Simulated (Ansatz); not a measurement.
# CsLiCr2Te2S3 (P1) in Ansatz: a series of runs

Runs on CsLiCr2Te2S3. Level: PBE. Tasks: relaxation of cell and atoms.

All numbers are computed with Ansatz 0.2.0; they aren't measurements. Logs are shortened: lines on timing, memory, paths and dates and some standing lists are left out, and cuts for length are marked.

## Step 1: The crystal as given

The typed cell holds 9 atoms: a = 6.108 Å, b = 6.358 Å, c = 7.995 Å, α = 101.14°, β = 99.87°, γ = 111.27°.

The cell was built by a generator and needn't be a form met in nature.

## Step 2: Relaxation of cell and atoms, PBE, collinear spin, ferromagnetic start

File input.yaml:

```yaml
crystal:
  lattice:
    - [6.10792, -0.01886, 0.00581]
    - [-2.28822, 5.93151, 0.00333]
    - [-1.38462, -2.19395, 7.5626]
  atoms:
    - { symbol: Cs, position: [0.06348, 0.10178, 0.99394] }
    - { symbol: Li, position: [0.57026, 0.58143, 0.57403] }
    - { symbol: Cr, position: [0.07801, 0.50138, 0.5799], spin: 3.0 }
    - { symbol: Cr, position: [0.43162, 0.02972, 0.53722], spin: 3.0 }
    - { symbol: Te, position: [0.54458, 0.76732, 0.28198] }
    - { symbol: Te, position: [0.01143, 0.65932, 0.29902] }
    - { symbol: S, position: [0.778, 0.37133, 0.70773] }
    - { symbol: S, position: [0.39402, 0.82508, 0.74875] }
    - { symbol: S, position: [0.19605, 0.23009, 0.48646] }
hamiltonian:
  xc: pbe
  pseudopotentials: { kind: paw }
magnetization:
  spin_polarized: true
kpoints:
  mp_grid: { grid: [4, 4, 3] }
scf:
  occupations: { method: fermi_dirac, width: 0.05 }
output:
  forces: true
  stress: true
  eigenvalues: true
  write_density: true
  write_potential: true
  elf: true
  volumetric_format: npy
relax:
  f_tol: 0.01
  max_steps: 40
  cell: { stress_tol: 0.05 }
```

Potentials or basis: Ansatz PAW.

On the command line:

```console
$ ansatz run input.yaml --threads 8 --pin off --max-ram 20480MiB --backend cpu --events-out ev --progress --plain --runs-dir out
```

What it wrote:

```text
Warning: RAYON_NUM_THREADS=8 ignored (pool sized by the plan → 8); use --threads N
Engine: ansatz 0.2.0, aarch64-unknown-linux-gnu
Pseudopotentials: kind: paw
Pseudopotential: Cs, paw, valence charge 9, recommended cutoff 420 eV (normal), Cs.paw.azcp
Pseudopotential: Li, paw, valence charge 3, recommended cutoff 420 eV (normal), Li.paw.azcp
Pseudopotential: Cr, paw, valence charge 14, recommended cutoff 420 eV (normal), Cr.paw.azcp
Pseudopotential: Te, paw, valence charge 16, recommended cutoff 420 eV (normal), Te.paw.azcp
Pseudopotential: S, paw, valence charge 6, recommended cutoff 420 eV (normal), S.paw.azcp
Functional definition: PBE
  parameter kappa = 0.804
  parameter beta = 0.06672455060314922
  exchange = pbe_x(kappa = kappa, mu = beta*pi^2/3)
  correlation = pbe_c(beta = beta)
Crystal: 9 atoms, lattice volume = 273.782 Å³
Basis set: ecut = 420 eV, 5373 PW (Γ), exchange–correlation on 90×90×108 points (8 copies of the dense FFT grid, shifted against one another)
Bands: 58, of which v1, the nominal top of the filled ones, is band 45 counted from 1 (44 counted from 0)
Symmetry: 1 space group operations
Space group: P1 (ITA 1), of the structure as read, at distance tolerance 6.5e-5 Å
Magnetic group: BNS 1.1 (UNI 1), of the structure as read, at distance tolerance 6.5e-5 Å
k-points: 26 of 48 (time reversal used)
Non-local potential: Cs, projectors of the file, l = 0: 3, l = 1: 2, l = 2: 2, l = 3: 2
Non-local potential: Li, projectors of the file, l = 0: 3, l = 1: 2, l = 2: 1
Non-local potential: Cr, projectors of the file, l = 0: 3, l = 1: 2, l = 2: 3, l = 3: 1
Non-local potential: Te, projectors of the file, l = 0: 2, l = 1: 2, l = 2: 2, l = 3: 2
Non-local potential: S, projectors of the file, l = 0: 2, l = 1: 2, l = 2: 2
PAW form: soft (Blöchl's): semilocal exchange-correlation on the pseudo side does not see the compensation charge
PAW one-centre angular grid: Cs, 194 points (default); XC on 64 Gauss nodes
PAW one-centre angular grid: Li, 110 points (default); XC on 64 Gauss nodes
PAW one-centre angular grid: Cr, 590 points (default); XC on 64 Gauss nodes
PAW one-centre angular grid: Te, 590 points (default); XC on 64 Gauss nodes
PAW one-centre angular grid: S, 110 points (default); XC on 64 Gauss nodes
Initial density: superposition of atomic densities (chi_scale 0.1, normalization cell, long waves kept (reshape's long-wave potential 0.07 eV rms))
Starting moments: Σ|m| = 6 μB on 2 of 9 sites
Initial wavefunctions: pseudopotential atomic-orbital guess
Functional: x = pbe(κ = 0.804, μ = 0.2195149727645171), c = pbe(β = 0.06672455060314922)
SCF iter   1: F=—  HF=-29305.017078 eV  |F-HF|=—  |Δ(HF+E_count)|=         —  Δρ=3.94e-2 (↑3.94e-2 ↓2.86e-2)  dr2=1.84e1  dr2_m=2.34e-1  M=5.314 μB ∫|m|=5.891 μB  β_m=0.30  ethr=3.10e-3  ⟨swp⟩=8.1  Hψ=12786  notcnv=0
Mixer restart at iter 1: flushing history
preconditioner: auto → Kerker (q_TF=auto, 2.267 Å⁻¹)  [metal: Δε(μ)=0.034 eV  Ē_g=8.176 eV  σ=0.050 eV  W_gap=0.17  n_scr=54 (ndim 8)  ℏωp=15.9 eV  f_vac=0.070  D(μ)=5.15/eV (n_scr^D=28)]
spin=Collinear: Kerker preconditioning applied to the charge; magnetization (m = ρ↑ − ρ↓) channel mixes plain (no charge-response kernel on spin).
SCF iter   2: F=—  HF=-29303.786418 eV  |F-HF|=—  |Δ(HF+E_count)|=    1.23e0  Δρ=1.66e-2 (↑1.40e-2 ↓1.66e-2)  dr2=4.64e0  dr2_m=1.33e-1  M=5.495 μB ∫|m|=6.068 μB  β_m=0.38  ethr=3.10e-3  ⟨swp⟩=3.3  Hψ=6646  notcnv=0  defer=176
SCF iter   3: F=—  HF=-29303.052106 eV  |F-HF|=—  |Δ(HF+E_count)|=   7.34e-1  Δρ=9.72e-3 (↑9.72e-3 ↓8.53e-3)  dr2=1.34e0  dr2_m=9.19e-2  M=5.499 μB ∫|m|=6.204 μB  β_m=0.65  ethr=3.10e-3  ⟨swp⟩=2.8  Hψ=4127  notcnv=0  defer=174
SCF iter   4: F=—  HF=-29302.762252 eV  |F-HF|=—  |Δ(HF+E_count)|=   2.90e-1  Δρ=4.21e-3 (↑4.21e-3 ↓2.36e-3)  dr2=2.14e-1  dr2_m=4.29e-3  M=5.500 μB ∫|m|=6.405 μB  β_m=0.83  ethr=1.49e-3  ⟨swp⟩=3.8  Hψ=5504  notcnv=0  defer=169
SCF iter   5: F=—  HF=-29302.769602 eV  |F-HF|=—  |Δ(HF+E_count)|=         —  Δρ=1.58e-3 (↑1.58e-3 ↓9.55e-4)  dr2=3.77e-2  dr2_m=1.08e-3  M=5.500 μB ∫|m|=6.462 μB  β_m=0.83  ethr=2.38e-4  ⟨swp⟩=3.0  Hψ=5030  notcnv=0  defer=175
Mixer restart at iter 5: flushing history
SCF iter   6: F=—  HF=-29302.776020 eV  |F-HF|=—  |Δ(HF+E_count)|=   6.42e-3  Δρ=1.94e-3 (↑1.94e-3 ↓6.80e-4)  dr2=2.85e-2  dr2_m=2.06e-3  M=5.500 μB ∫|m|=6.472 μB  β_m=0.79  ethr=4.19e-5  ⟨swp⟩=2.0  Hψ=5881  notcnv=0  defer=175
SCF iter   7: F=—  HF=-29302.776706 eV  |F-HF|=—  |Δ(HF+E_count)|=   6.86e-4  Δρ=1.38e-3 (↑1.38e-3 ↓5.08e-4)  dr2=1.79e-2  dr2_m=1.06e-3  M=5.500 μB ∫|m|=6.476 μB  β_m=0.76  ethr=3.16e-5  ⟨swp⟩=2.0  Hψ=5695  notcnv=0  defer=175
SCF iter   8: F=—  HF=-29302.776009 eV  |F-HF|=—  |Δ(HF+E_count)|=   6.97e-4  Δρ=3.56e-4 (↑3.56e-4 ↓2.46e-4)  dr2=2.38e-3  dr2_m=2.33e-5  M=5.500 μB ∫|m|=6.489 μB  β_m=0.88  ethr=1.98e-5  ⟨swp⟩=2.0  Hψ=4557  notcnv=0  defer=175
[... 124 lines left out ...]
Spin contamination: 0.2828 ħ² per cell (⟨S²⟩ above its minimum at these occupations)
Per-site moments (μB) at R_I (Å): [(0.0029925902073759977, 1.5203196034105952), (0.002701349145078382, 0.9974672487770152), (2.2095302188664356, 0.8884432841174443), (2.623052391102349, 0.941804437753422), (-0.026092697858022606, 1.1216288074811562), (-0.07090624554647754, 1.0929570272076972), (-0.04427902906080847, 0.9175945754551628), (-0.06231261838445685, 0.9163136291733994), (-0.07617847013914043, 0.8884432841174443)]
Free energy (F): -29302.783597 eV
Harris-Foulkes:  -29302.783597 eV  (|F-HF|=2.22e-10)
Internal energy: -29302.757849 eV  (E = F + TS)
E sigma→0 (E₀):  -29302.770723 eV
Entropy (-TS):   -0.025748 eV (-2.861 meV/atom)
Fermi energy:    5.414700 eV
--- Per-component energies (eV) ---
  E_band       = -1449.415639
  E_kinetic    = 1527.517641
  E_local      = -10568.840929  (includes V_loc(G=0)·N_el)
  E_nonlocal   = -373.435909
  E_hartree    = 5110.937596
  E_xc         = -1001.075372
  E_vxc        = -962.432031  (∫ρ·V_xc dr)
  E_paw        = -18608.585887  (= ΣΔE_a)
  E_vpaw       = -1294.099981  (= ΣTr[D̂ρ^β])
  E_aug_tail   = 0.000392  (compensation charges beyond the density's cutoff)
  E_ewald      = -5389.275381
  E_smearing   = -0.025748  (= −TS)
  E_closure    = 0.000000  (closes the sum)
  Σ components = -29302.783597   (vs F -29302.783597, Δ=0.00e0)
--- Forces (eV/Å), atoms counted from 1 ---
  atom   1  Cs    -0.00017058     0.00120926    -0.00175178
  atom   2  Li     0.00190873    -0.00016621    -0.00062323
  atom   3  Cr     0.00134274    -0.00199613    -0.00307227
  atom   4  Cr    -0.00198677    -0.00074537     0.00060527
  atom   5  Te     0.00159214    -0.00009007     0.00166880
  atom   6  Te     0.00340514     0.00429867     0.00161185
  atom   7  S     -0.00283850     0.00050767     0.00121458
  atom   8  S     -0.00057050     0.00275257     0.00005873
  atom   9  S     -0.00268210    -0.00577054     0.00028691
  max |Σ_I F_I| component: 1.14e-6 eV/Å
--- Stress (GPa, compression-positive) ---
       -0.005329      -0.005548       0.010683
       -0.005548      -0.008935       0.003742
        0.010683       0.003742      -0.014332
  P = ⅓ Tr σ = -0.0095 GPa (-0.095 kbar)
--- Band table (eV; the first three rows and the last of 52) ---
  k-point 0 ↑: bands = ["-67.6636", "-67.6367", "-40.4058", "-39.0860", "-39.0429", "-39.0284", "-38.9919", "-38.9901", "-38.9650", "-31.5083", "-31.4714", "-31.4703", "-31.3690", "-31.3600", "-31.0368", "-31.0031", "-30.9699", "-30.8276", "-30.8242", "-16.4707", "-7.8140", "-7.1382", "-6.9128", "-6.1741", "-4.2263", "-3.3172", "-3.2997", "-3.2854", "0.0754", "0.5238", "0.9734", "1.0625", "1.3119", "1.5669", "2.0334", "2.0712", "2.5052", "2.5407", "2.8361", "3.1958", "3.5429", "3.6563", "3.8991", "4.1191", "4.3909", "4.6111", "4.7901", "5.1711", "5.9330", "6.1955", "6.5099", "6.8459", "8.0153", "8.1402", "9.1122", "9.8352", "9.9333", "10.4216"]
  k-point 1 ↑: bands = ["-67.6636", "-67.6367", "-40.4058", "-39.0860", "-39.0429", "-39.0284", "-38.9919", "-38.9901", "-38.9650", "-31.5083", "-31.4714", "-31.4703", "-31.3690", "-31.3600", "-31.0368", "-31.0031", "-30.9699", "-30.8276", "-30.8242", "-16.4706", "-7.8171", "-7.1339", "-6.9132", "-6.1800", "-4.2257", "-3.3166", "-3.2997", "-3.2777", "0.0811", "0.5395", "1.0255", "1.0984", "1.3744", "1.5794", "1.9413", "2.0147", "2.4036", "2.6113", "2.7601", "3.2219", "3.4883", "3.6532", "3.9312", "4.1209", "4.3916", "4.5648", "4.8079", "5.1670", "5.9434", "6.0180", "6.4680", "6.8958", "8.0696", "8.7530", "9.0927", "9.6394", "9.8713", "10.3432"]
  k-point 2 ↑: bands = ["-67.6636", "-67.6367", "-40.4058", "-39.0860", "-39.0430", "-39.0281", "-38.9922", "-38.9898", "-38.9652", "-31.5083", "-31.4714", "-31.4703", "-31.3690", "-31.3600", "-31.0368", "-31.0031", "-30.9699", "-30.8276", "-30.8242", "-16.4704", "-7.7232", "-7.1945", "-6.9408", "-6.2198", "-4.2414", "-3.3147", "-3.3032", "-3.2874", "0.1156", "0.6170", "1.0895", "1.1301", "1.3424", "1.5438", "1.8903", "1.9858", "2.4046", "2.5168", "2.8056", "3.3545", "3.3849", "3.6894", "3.8959", "4.1631", "4.3986", "4.7325", "4.9106", "5.3405", "5.8193", "6.1055", "6.3114", "6.8449", "7.9980", "8.6451", "9.2605", "9.8688", "10.0517", "10.2345"]
  k-point 25 ↓: bands = ["-65.0630", "-64.6551", "-40.4033", "-36.6323", "-36.5350", "-36.2785", "-36.1316", "-36.0869", "-35.9839", "-31.5177", "-31.4850", "-31.4836", "-31.3909", "-31.3840", "-31.0424", "-31.0136", "-30.9668", "-30.8356", "-30.8324", "-16.4683", "-7.4800", "-7.4545", "-6.9914", "-5.8218", "-5.2305", "-3.3248", "-3.2974", "-3.2672", "0.8780", "1.0351", "1.4653", "1.7707", "1.8489", "2.2661", "2.2922", "2.5696", "2.8264", "2.9853", "3.2057", "3.4104", "3.9730", "4.5753", "4.8009", "6.2118", "6.5246", "6.7187", "6.7754", "7.0060", "7.2006", "7.3738", "7.6289", "7.7773", "8.2067", "9.6063", "9.9700", "10.1141", "10.2866", "10.5357"]
--- Relaxed structure (5 steps of the walk, 5 accepted, 1 SCFs on fresh bases) ---
  F+E_penalty+E_count = -29302.78359740 eV   max|allowed force component| = 5.771e-3 eV/Å   (the final SCF, on the basis selected at the relaxed cell)
  cell:  # Å, volume = 274.7978 Å³
    - [6.164093948993537, -0.002324801392720109, 0.02056125037257331]
    - [-2.293253353059953, 5.912600032766651, -0.0007767420408000994]
    - [-1.3849931414396097, -2.191144454608454, 7.533833128339962]
  atoms:
    - { symbol: Cs, position: [0.060301718017697736, 0.10157307251786818, 0.9935535119517256] }
    - { symbol: Li, position: [0.5679901259972588, 0.5812128994335775, 0.5741293461493213] }
    - { symbol: Cr, position: [0.07942624691897293, 0.5024622617685234, 0.5797563033817797] }
    - { symbol: Cr, position: [0.43262198430851545, 0.029093082647627166, 0.536182023164644] }
    - { symbol: Te, position: [0.5449152102472484, 0.7629787491488338, 0.283214760375361] }
    - { symbol: Te, position: [0.014220956593784181, 0.6634040841610189, 0.3006245574794439] }
    - { symbol: S, position: [0.7779090614542311, 0.3707105799579391, 0.7036626962140864] }
    - { symbol: S, position: [0.39299143830254823, 0.826022225322715, 0.7491842003949611] }
    - { symbol: S, position: [0.19707325815974375, 0.22999304504189724, 0.4887226008886776] }
```

Run time: 2.2 min. Hardware: 8 threads of Arm Neoverse V2, shared host; peak memory 1.6 GiB.

What came out:

* Free energy: -29302.7836 eV
* Relaxed volume: 30.53 Å³/atom
* Relaxed cell: a = 6.164 Å, b = 6.342 Å, c = 7.967 Å, α = 101.17°, β = 99.82°, γ = 111.22°
* Space group after relaxing (to 0.05 Å): P1 (No. 1)
* Energy gained by relaxing: 0.7 meV/atom
* Ionic steps: 6
* Pressure after relaxing: 0.0 GPa
* Largest force after relaxing: 0.006 eV/Å
* Band gap on the k mesh: none (metal or under the smearing width)
* Net moment: 5.50 μB per cell
* Absolute moment: 6.47 μB per cell
* Site moments: Cs +0.00; Li +0.00; Cr +2.21, +2.62; Te -0.03, -0.07; S -0.04, -0.06, -0.08 μB

Forces on the atoms (eV/Å):
```
Cs   0.000  0.001 -0.002
Li   0.002  0.000 -0.001
Cr   0.001 -0.002 -0.003
Cr  -0.002 -0.001  0.001
Te   0.002  0.000  0.002
Te   0.003  0.004  0.002
S   -0.003  0.001  0.001
S   -0.001  0.003  0.000
S   -0.003 -0.006  0.000
```

The path:
| step | energy change (eV) | largest force (eV/Å) | volume (Å³) |
| --- | --- | --- | --- |
| 1 | 0.0000 | 0.1013 | 273.78 |
| 2 | -0.0048 | 0.0456 | 274.33 |
| 3 | -0.0057 | 0.0242 | 274.63 |
| 4 | -0.0060 | 0.0123 | 274.81 |
| 5 | -0.0061 | 0.0064 | 274.80 |
| 6 | -0.0062 | 0.0064 | 274.80 |

Final structure:
```yaml
crystal:
  lattice:
    - [6.16409, -0.00232, 0.02056]
    - [-2.29325, 5.91260, -0.00078]
    - [-1.38499, -2.19114, 7.53383]
  atoms:
    - { symbol: Cs, position: [0.06030, 0.10157, 0.99355] }
    - { symbol: Li, position: [0.56799, 0.58121, 0.57413] }
    - { symbol: Cr, position: [0.07943, 0.50246, 0.57976] }
    - { symbol: Cr, position: [0.43262, 0.02909, 0.53618] }
    - { symbol: Te, position: [0.54492, 0.76298, 0.28321] }
    - { symbol: Te, position: [0.01422, 0.66340, 0.30062] }
    - { symbol: S, position: [0.77791, 0.37071, 0.70366] }
    - { symbol: S, position: [0.39299, 0.82602, 0.74918] }
    - { symbol: S, position: [0.19707, 0.22999, 0.48872] }
```

Caveat: the plane-wave basis is chosen anew once the cell has moved, so the energies of steps on either side of that aren't comparable; only a ferromagnetic start was run, and an antiferromagnetic order may lie lower in energy.

## Step 3: Relaxation of cell and atoms, PBE, collinear spin, ferromagnetic start, target pressure 2 GPa, at which the enthalpy is minimised

input.yaml: that of step 2 with these lines changed.

```diff
@@ -28,6 +28,2 @@
   eigenvalues: true
-  write_density: true
-  write_potential: true
-  elf: true
-  volumetric_format: npy
 relax:
@@ -35,2 +31,2 @@
   max_steps: 40
-  cell: { stress_tol: 0.05 }
+  cell: { stress_tol: 0.05, p_target: 2.0 }
```

Potentials or basis: Ansatz PAW.

On the command line:

```console
$ ansatz run input.yaml --threads 8 --pin off --max-ram 20480MiB --backend cpu --events-out ev --progress --plain --runs-dir out
```

Run time: 4.3 min. Hardware: 8 threads of Arm Neoverse V2, shared host; peak memory 1.6 GiB.

The run converged. Its results:

```yaml
Free_energy: -29302.6086 eV
Relaxed_volume: 26.69 Å³/atom
Relaxed_cell: a = 6.075 Å, b = 6.273 Å, c = 7.252 Å, α = 101.69°, β = 98.22°, γ = 113.59°
Space_group_after_relaxing_to_0.05_Å: P1 (No. 1)
Energy_change_on_relaxing_the_enthalpy_is_what_falls: +18.8 meV/atom
Ionic_steps: 12
Pressure_after_relaxing: 2.0 GPa
Largest_force_after_relaxing: 0.012 eV/Å
Band_gap_on_the_k_mesh: none (metal or under the smearing width)
Net_moment: 5.50 μB per cell
Absolute_moment: 6.39 μB per cell
Site_moments: Cs +0.00; Li +0.00; Cr +2.17, +2.60; Te -0.02, -0.06; S -0.04, -0.06 μB
```

Forces in eV/Å, atoms in the order of the input:
```
Cs   0.001  0.001  0.001
Li   0.000 -0.004  0.003
Cr   0.002 -0.001  0.002
Cr  -0.009  0.003 -0.006
Te   0.005  0.000  0.000
Te   0.000 -0.002  0.001
S   -0.001  0.006  0.001
S   -0.001 -0.004 -0.001
S    0.005  0.002  0.000
```

The path:
```csv
step,energy change (eV),largest force (eV/Å),volume (Å³)
1,0.0000,0.1013,273.78
2,0.0658,0.1841,255.27
3,0.2165,0.1252,238.26
4,0.1689,0.0679,240.85
5,0.1636,0.0763,240.69
6,0.1639,0.0279,240.48
7,0.1650,0.0104,240.34
8,0.1652,0.0168,240.29
9,0.1660,0.0078,240.22
10,0.1659,0.0142,240.21
11,0.1659,0.0116,240.19
12,0.1688,0.0115,240.19
```

Final structure:
```yaml
crystal:
  lattice:
    - [6.07302, -0.13191, 0.10980]
    - [-2.38526, 5.80231, -0.01073]
    - [-1.20628, -2.07224, 6.84407]
  atoms:
    - { symbol: Cs, position: [0.06711, 0.10271, 0.97929] }
    - { symbol: Li, position: [0.56801, 0.58056, 0.57200] }
    - { symbol: Cr, position: [0.07782, 0.50448, 0.58219] }
    - { symbol: Cr, position: [0.43365, 0.03049, 0.53902] }
    - { symbol: Te, position: [0.54874, 0.76317, 0.26111] }
    - { symbol: Te, position: [0.00744, 0.65025, 0.27481] }
    - { symbol: S, position: [0.77442, 0.39015, 0.72961] }
    - { symbol: S, position: [0.40683, 0.82900, 0.77160] }
    - { symbol: S, position: [0.18342, 0.21663, 0.49939] }
```

Levels at points of the mesh, in eV from the Fermi level:
Spin up:
| k point | band 44 | band 45 | band 46 | band 47 | band 48 | band 49 | band 50 | band 51 | band 52 | band 53 |
| --- | --- | --- | --- | --- | --- | --- | --- | --- | --- | --- |
| (0.00, 0.00, 0.00) | -1.21 | -1.07 | -0.77 | -0.60 | -0.27 | 0.48 | 0.89 | 1.18 | 1.41 | 2.53 |
| (0.00, -0.50, 0.00) | -1.22 | -1.10 | -0.58 | -0.40 | 0.08 | 0.41 | 0.50 | 0.86 | 1.58 | 2.47 |
| (-0.50, 0.00, 0.00) | -1.31 | -0.89 | -0.86 | -0.41 | -0.08 | 0.09 | 0.46 | 0.59 | 1.08 | 1.66 |
| (-0.50, -0.50, 0.00) | -1.08 | -0.82 | -0.65 | -0.36 | -0.09 | 0.06 | 0.65 | 0.73 | 0.80 | 1.51 |
Spin down:
| k point | band 38 | band 39 | band 40 | band 41 | band 42 | band 43 | band 44 | band 45 | band 46 | band 47 |
| --- | --- | --- | --- | --- | --- | --- | --- | --- | --- | --- |
| (0.00, 0.00, 0.00) | -2.48 | -2.31 | -1.80 | -1.50 | -1.22 | 0.39 | 0.82 | 0.91 | 1.20 | 1.48 |
| (0.00, -0.50, 0.00) | -2.43 | -2.40 | -1.82 | -1.31 | -1.09 | 0.48 | 0.67 | 0.97 | 1.27 | 1.49 |
| (-0.50, 0.00, 0.00) | -2.41 | -2.06 | -1.87 | -1.68 | -0.82 | -0.66 | 0.62 | 0.90 | 1.04 | 1.28 |
| (-0.50, -0.50, 0.00) | -2.46 | -2.32 | -1.77 | -1.31 | -0.92 | -0.55 | 0.64 | 1.10 | 1.23 | 1.39 |

Caveat: the plane-wave basis is chosen anew once the cell has moved, so the energies of steps on either side of that aren't comparable; only a ferromagnetic start was run, and an antiferromagnetic order may lie lower in energy. With open d or f shells a metallic result of PBE can be an artefact of self-interaction; +U or a hybrid may open a gap.

[end of part 1 of 2]
